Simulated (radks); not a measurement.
# Ti in [Ar] 3d2 4s2: an all-electron calculation

An exercise on one series of results from a longer session: the logs are not shown, and one member is left open.

Method: scalar-relativistic Kohn-Sham, PBE, spin-polarised, spherical densities, finite nucleus; open shells are filled with parallel spins first. Code: radks (a radial shooting solver on a logarithmic mesh, Libxc functionals) version 1.

## The atom as given

- element: titanium (Z = 22)
- charge: 0
- electrons: 22
- configuration: [Ar] 3d2 4s2
- nuclear rms radius: 3.5921 fm

Outer shells as boxes (Hund's rule):

Ti
```
[Ar] core
3d [↑ ][↑ ][  ][  ][  ]
4s [↑↓]
```

Set-up of the first run:

The run's settings:

```text
Z 22
configuration [Ar] 3d2 4s2
relativity scalar-relativistic
functional pbe,pbe
spin polarised
nucleus finite rms 3.5921 fm
c 137.035999084
```

One table of the session follows, with a row left open; its other results are not shown here.

Sizes of the orbitals, from the radial functions (bohr):

```
  level      <r>  outermost maximum (interpolated)  90 % within  nodes
1s down  0.06959                            0.0456        0.124      0
  1s up  0.06959                            0.0455        0.124      0
  2s up   0.3250                             0.269        0.505      1
2s down   0.3248                             0.269        0.505      1
  2p up   0.2900                             0.220        0.477      0
2p down   0.2898                             0.219        0.476      0
  3s up    1.007                             0.870         1.51      2
3s down    1.007                             0.869         1.51      2
  3p up    1.086                             0.902         1.67      1
3p down    1.088                             0.902         1.68      1
  3d up    1.583                             0.981         2.81      0
  4s up    3.459                              2.88         5.22      3
4s down    3.607                              2.99         5.46      3
3d down        ?                                 ?            ?      ?
```

**Question.** Estimate the row for 3d down.

As computed: <r>: 1.701; outermost maximum (interpolated): 0.986; 90 % within: 3.11; nodes: 0. In the column «<r>» it lies between 3d up (1.583) and 4s up (3.459).

Caveats from the session: Open shells are spherical and high-spin; term and fine-structure splittings are not resolved.
